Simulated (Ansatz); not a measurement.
# Si3Ag: the cost of one run

Computed with Ansatz 0.2.0 (DFT PBE, scalar-relativistic, plane waves, PAW, unless a step's input says otherwise).

## Step 1: Starting point

Symmetry: P4/mmm, No. 123, tetragonal system. Conventional cell: a = 3.973 Å, b = 3.973 Å, c = 3.932 Å, α = 90.00°, β = 90.00°, γ = 90.00°. Around Si (site symmetry mmm) lie 8 Si at 2.79 to 2.81 Å and 4 Ag at 2.79 Å. Si (site symmetry 4/mmm) has 8 Si at 2.79 Å and 4 Ag at 2.81 Å as nearest neighbours. Ag (site symmetry 4/mmm) has 12 Si at 2.79 to 2.81 Å as nearest neighbours.

Structure file:

```
Si Ag
1.0
     3.97298    0.00000    0.00000
     0.00000    3.97298    0.00000
     0.00000    0.00000    3.93214
Si Ag
3 1
Cartesian
  0.0000 1.9865 1.9661
  1.9865 0.0000 1.9661
  1.9865 1.9865 0.0000
  0.0000 0.0000 0.0000
```

A structure generator made this guess: species swapped into a database cell of Cu3Pd (P4/mmm, No. 123), with Si on the Cu sites and Ag on the Pd sites. Lengths come from tabulated atomic sizes and are only a guess.

## Step 2: The guess as it stands, on a coarse mesh

Input file input.yaml:

```yaml
crystal:
  lattice:
    - [3.97297983, 0.0, 0.0]
    - [0.0, 3.97297983, 0.0]
    - [0.0, 0.0, 3.93214303]
  atoms:
    - { symbol: Si, position: [0.0, 0.5, 0.5] }
    - { symbol: Si, position: [0.5, 0.0, 0.5] }
    - { symbol: Si, position: [0.5, 0.5, 0.0] }
    - { symbol: Ag, position: [0.0, 0.0, 0.0] }
basis:
  ecutwfc: 420
kpoints:
  mp_grid: { grid: [4, 4, 4] }
hamiltonian:
  xc: pbe
scf:
  occupations: { method: gaussian, width: 0.1 }
  lower_state_search: "off"
output:
  forces: true
  stress: true
  eigenvalues: true
```

Launch:

```bash
$ ansatz run input.yaml --threads 1 --pin off --max-ram 2560MiB --backend cpu --events-out ev --progress --plain --runs-dir out
```

What time and memory should one allow on 1 thread of Arm Neoverse V2, shared host?

About 1.3 s, with a peak of 0.3 GiB.
